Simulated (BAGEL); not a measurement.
**HF/def2-SVPD (density fitting with qzvpp-jkfit) run of BH2SeCl (SMILES ClB[SeH])**

Aim: the vertical singlet–triplet gap of BH2SeCl at HF/def2-SVPD (density fitting with qzvpp-jkfit), from 2 runs. 

The calculation is run with BAGEL 1.2.2.

3 further runs of the same task are left out: 2 that didn't finish, 1 set aside as unsound or not needed.

## (1) The structure to begin with

BH2SeCl: 5 atoms, total charge 0, spin state singlet. As SMILES, `ClB[SeH]`. Geometry: relaxed at PBE0-D4/def2-TZVP. This is one conformer, not always the lowest.

Bond lengths: Cl1–B2 1.743 Å, B2–Se3 1.916 Å, B2–H4 1.188 Å, Se3–H5 1.469 Å. Angles: Cl1–B2–Se3 118.9°, Cl1–B2–H4 119.6°, Se3–B2–H4 121.5°, B2–Se3–H5 94.6°.

## (2) A single-point energy at HF/def2-SVPD (density fitting with qzvpp-jkfit)

input.json reads:

```json
{ "bagel": [

{
  "title": "molecule",
  "basis": "def2-svpd.json",
  "df_basis": "qzvpp-jkfit",
  "angstrom": true,
  "geometry": [
    { "atom": "Cl", "xyz": [   -2.133400,   -0.290000,   -0.272300 ] },
    { "atom": "B", "xyz": [   -0.406800,   -0.344500,   -0.042400 ] },
    { "atom": "Se", "xyz": [    0.577100,    1.299700,   -0.015900 ] },
    { "atom": "H", "xyz": [    0.133400,   -1.393500,    0.094000 ] },
    { "atom": "H", "xyz": [    1.879500,    0.654700,    0.195200 ] }
  ]
},
{ "title": "hf" },
{ "title": "print", "file": "orbitals.molden", "orbitals": true }

]}
```

The basis set def2-SVPD is read from a file made from the Basis Set Exchange's data (not shown).

Command:

```sh
BAGEL_NUM_THREADS=1 BAGEL input.json > input.out
```

Log:

```text
* using 1 threads per process

  ===============================================================
  ===============================================================

  *** Geometry ***

  { "atom" : "Cl", "xyz" : [     -4.031542,     -0.548021,     -0.514572 ] },
  { "atom" : "B", "xyz" : [     -0.768741,     -0.651011,     -0.080124 ] },
  { "atom" : "Se", "xyz" : [      1.090561,      2.456077,     -0.030047 ] },
  { "atom" : "H", "xyz" : [      0.252089,     -2.633333,      0.177634 ] },
  { "atom" : "H", "xyz" : [      3.551740,      1.237204,      0.368875 ] },

  Number of auxiliary basis functions:      505

  Since a DF basis is specified, we compute 2- and 3-index integrals:
    o Being stored without compression. Storage requirement is 0.044 GB

  Number of basis functions:      104
  Number of electrons      :       58

    * METHOD: MOLECULE                             0.29

  *** RHF ***

  === Nuclear Repulsion ===
   197.7879591915

      * DIIS with orbital gradients will be used.

  === RHF iteration (def2-svpd.json) ===
      0      -2884.73932832          0.00746782           0.11
      1      -2884.79292745          0.00284209           0.11
      2      -2884.79853632          0.00091893           0.11
      3      -2884.79936103          0.00018504           0.11
      4      -2884.79939461          0.00007139           0.11
      5      -2884.79940126          0.00002308           0.11
      6      -2884.79940209          0.00000643           0.11
      7      -2884.79940215          0.00000248           0.11
      8      -2884.79940216          0.00000083           0.11
      9      -2884.79940216          0.00000027           0.11
     10      -2884.79940216          0.00000008           0.11
     11      -2884.79940216          0.00000003           0.11
     12      -2884.79940216          0.00000001           0.11
     13      -2884.79940216          0.00000000           0.10
    * SCF iteration converged.

    * Permanent dipole moment:
           (   -0.550959,     0.179609,    -0.083474) a.u.

    * METHOD: HF                                   1.82

    * METHOD: PRINT                                0.03

  ===============================================================
```

Wall time 2.3 s (1 thread of Arm Neoverse V1, shared host); peak memory 0.15 GiB.

## (3) The triplet at the same level

hf.json reads:

```json
{ "bagel" : [

{
  "title" : "molecule",
  "basis" : "def2-svpd.json",
  "df_basis" : "qzvpp-jkfit",
  "angstrom" : true,
  "geometry" : [
    { "atom" : "Cl", "xyz" : [   -2.133400,   -0.290000,   -0.272300 ] },
    { "atom" : "B", "xyz" : [   -0.406800,   -0.344500,   -0.042400 ] },
    { "atom" : "Se", "xyz" : [    0.577100,    1.299700,   -0.015900 ] },
    { "atom" : "H", "xyz" : [    0.133400,   -1.393500,    0.094000 ] },
    { "atom" : "H", "xyz" : [    1.879500,    0.654700,    0.195200 ] }
  ]
},
{ "title" : "uhf", "nopen" : 2 },
{ "title" : "print", "file" : "orbitals.molden", "orbitals" : true }

]}
```

The basis set def2-SVPD is read from a file made from the Basis Set Exchange's data (not shown).

Command:

```sh
BAGEL_NUM_THREADS=1 BAGEL hf.json > hf.out
```

Log:

```text
* using 1 threads per process

  ===============================================================
  ===============================================================

  *** Geometry ***

  { "atom" : "Cl", "xyz" : [     -4.031542,     -0.548021,     -0.514572 ] },
  { "atom" : "B", "xyz" : [     -0.768741,     -0.651011,     -0.080124 ] },
  { "atom" : "Se", "xyz" : [      1.090561,      2.456077,     -0.030047 ] },
  { "atom" : "H", "xyz" : [      0.252089,     -2.633333,      0.177634 ] },
  { "atom" : "H", "xyz" : [      3.551740,      1.237204,      0.368875 ] },

  Number of auxiliary basis functions:      505

  Since a DF basis is specified, we compute 2- and 3-index integrals:
    o Being stored without compression. Storage requirement is 0.044 GB

  Number of basis functions:      104
  Number of electrons      :       58

    * METHOD: MOLECULE                             0.31

  *** Open-shell HF ***

  === Nuclear Repulsion ===
   197.7879591915

      * DIIS with orbital gradients will be used.

  === UHF iteration (def2-svpd.json) ===
      0      -2884.54606445          0.01990270           0.24
      1      -2884.63055690          0.00778900           0.24
      2      -2884.64274245          0.00328023           0.24
      3      -2884.64507574          0.00089201           0.23
      4      -2884.64570818          0.00029313           0.24
      5      -2884.64580062          0.00014143           0.24
      6      -2884.64583779          0.00003040           0.24
      7      -2884.64584005          0.00001114           0.24
      8      -2884.64584057          0.00000405           0.25
      9      -2884.64584066          0.00000144           0.23
     10      -2884.64584069          0.00000070           0.22
     11      -2884.64584069          0.00000030           0.22
     12      -2884.64584070          0.00000012           0.23
     13      -2884.64584070          0.00000007           0.23
     14      -2884.64584070          0.00000003           0.23
     15      -2884.64584070          0.00000002           0.23
     16      -2884.64584070          0.00000001           0.23
     17      -2884.64584070          0.00000001           0.23
    * SCF iteration converged.

    * S^2 (UHF) is 2.0246

    * Permanent dipole moment:
           (   -1.720663,    -1.224211,    -0.149376) a.u.

    * METHOD: UHF                                  4.52

    * METHOD: PRINT                                0.03

  ===============================================================
```

Run time: 5.1 s. Hardware: 1 thread of Arm Neoverse V1, shared host; peak memory 0.15 GiB.

## (4) What came out

At HF/def2-SVPD (density fitting with qzvpp-jkfit):

| quantity | value |
| --- | --- |
| singlet: total energy | -2884.79940 Eh |
| singlet: dipole moment | 1.49 D |
| singlet: HOMO energy | -10.27 eV |
| singlet: LUMO energy | 1.68 eV |
| singlet: HOMO–LUMO gap | 11.95 eV |
| triplet: total energy | -2884.64584 Eh |
| triplet: dipole moment | 5.38 D |
| triplet: ⟨S²⟩ | 2.025 |
| vertical energy of the triplet above the singlet | 4.179 eV |

In words: At this shape the triplet lies 4.18 eV (403 kJ/mol) above the singlet.
